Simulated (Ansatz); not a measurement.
**CH₈InNSiTe: taking an electron away**

One table from this session's results is given with a row withheld; the runs are named, their logs left out.

Program: Ansatz 0.2.0, Gaussian basis. Level of theory: unrestricted cation, the program's frozen cores in correlated methods. These are calculated values, not measurements.

The runs, in order: UKS PBE-D4/def2-TZVPP; UKS r2SCAN-D4/def2-TZVPP; UKS PBE0-D4/def2-TZVPP; UKS B3LYP-D4/def2-TZVPP; UKS wB97X-V/def2-TZVPP; UKS wB97M-V/def2-TZVPP; UKS B2PLYP/def2-TZVPP; UHF-CCSD(T)/def2-TZVPP; UHF-MP2/def2-QZVPP; extrapolation to the limit; then −ε(HOMO) from the neutral's earlier runs with LDA (SPW92), PBE-D4, revPBE-D4, BLYP-D4, r2SCAN-D4, B97M-V, PBE0-D4, B3LYP-D4, r2SCANh-D4, r2SCAN0-D4, HSE06-D4, BHLYP-D4, CAM-B3LYP-D4, LC-ωPBE, ωB97X-V, ωB97M-V.

1 further run of the same task is left out (for a known fault of the program).

## The geometry

The geometry comes from an earlier relaxation with PBE0-D4 in a triple-zeta def2 set; it is a stationary point, not always the lowest conformer. In, Te take the def2 core potential; no spin-orbit term is included.

SMILES `[CH3][In]([NH2])[SiH2][TeH]`, 13 atoms, charge 0, spin multiplicity 1.

Atoms are counted from 1 here; the program's logs count them from 0.

Bond lengths: C1–In2 2.148 Å, C1–H6 1.090 Å, C1–H7 1.091 Å, C1–H8 1.091 Å, In2–N3 2.014 Å, In2–Si4 2.565 Å, N3–H9 1.007 Å, N3–H10 1.007 Å, Si4–Te5 2.511 Å, Si4–H11 1.491 Å, Si4–H12 1.491 Å, Te5–H13 1.658 Å. Angles: In2–C1–H6 110.1°, In2–C1–H7 110.3°, In2–C1–H8 110.0°, H6–C1–H7 109.2°, H6–C1–H8 109.1°, H7–C1–H8 108.2°, C1–In2–N3 116.3°, C1–In2–Si4 132.8°, N3–In2–Si4 110.8°, In2–N3–H9 124.5°, In2–N3–H10 122.4°, H9–N3–H10 111.1°, In2–Si4–Te5 109.8°, In2–Si4–H11 114.0°, In2–Si4–H12 112.1°, Te5–Si4–H11 110.4°, Te5–Si4–H12 103.7°, H11–Si4–H12 106.3° and more.

The first run:

The input, in.yaml:

```yaml
crystal:
  periodic: [false, false, false]
  atoms:
    - {symbol: C, position_ang: [-1.986793, 0.163124, 1.690938]}
    - {symbol: In, position_ang: [-0.429456, 0.133535, 0.212141]}
    - {symbol: N, position_ang: [0.229904, 1.926452, -0.426430]}
    - {symbol: Si, position_ang: [0.893090, -1.768382, -0.889196]}
    - {symbol: Te, position_ang: [2.848802, -0.825838, -2.151388]}
    - {symbol: H, position_ang: [-2.221633, 1.191432, 1.966922]}
    - {symbol: H, position_ang: [-1.673716, -0.384432, 2.580913]}
    - {symbol: H, position_ang: [-2.885211, -0.313641, 1.295726]}
    - {symbol: H, position_ang: [-0.203587, 2.806697, -0.200100]}
    - {symbol: H, position_ang: [0.864451, 2.022998, -1.202883]}
    - {symbol: H, position_ang: [1.347621, -2.820709, 0.063666]}
    - {symbol: H, position_ang: [0.100863, -2.468872, -1.939657]}
    - {symbol: H, position_ang: [3.115676, 0.337627, -1.000643]}
basis:
  gaussian: {orbitals: def2-TZVPP}
total_charge: 1
magnetization: {spin_polarized: true, initial_magnetization: 1}
hamiltonian: {xc: pbe, dispersion: d4}
```

The run is started by

```
$ ansatz run in.yaml --threads 2 --pin off --events-out ev --progress --plain --max-ram 32768MiB --backend cuda --devices 0, --max-vram 18GiB
```

Among the steps run: Cation, UKS PBE-D4/def2-TZVPP; Cation, UKS r2SCAN-D4/def2-TZVPP; Cation, UKS PBE0-D4/def2-TZVPP; Cation, UKS B3LYP-D4/def2-TZVPP; Cation, UKS wB97X-V/def2-TZVPP; Cation, UKS wB97M-V/def2-TZVPP; Cation, UKS B2PLYP (frozen core)/def2-TZVPP; Cation, UHF-CCSD(T)/def2-TZVPP; Cation, UHF-MP2/def2-QZVPP.

One of the session's tables, all rows but one given; the rest of the session is left out.

For comparison, −ε(HOMO) of the neutral from earlier runs:

```
  functional  −ε(HOMO) (eV)
 LDA (SPW92)           5.41
      PBE-D4           5.26
   revPBE-D4           5.21
     BLYP-D4           5.08
   r2SCAN-D4           5.50
      B97M-V           5.51
     PBE0-D4           6.26
    B3LYP-D4           6.04
  r2SCANh-D4           5.87
  r2SCAN0-D4              ?
    HSE06-D4           5.88
    BHLYP-D4           7.10
CAM-B3LYP-D4           7.44
     LC-ωPBE           8.72
     ωB97X-V           8.41
     ωB97M-V           8.30
```

Q: Estimate the row for r2SCAN0-D4 from the others.

Worked estimate for «−ε(HOMO) (eV)». Against the share of exact exchange, r2SCAN-D4 (0, 5.50), r2SCANh-D4 (0.1, 5.87) give a slope of 3.70 per unit share; at 0.25 the line stands at 6.42.

The run gave: −ε(HOMO) (eV): 6.42. In «−ε(HOMO) (eV)» the line misses by 0.00.

Limits of these values: The cation may have settled in a state other than its lowest; no search over hole states beyond the program's own was made.
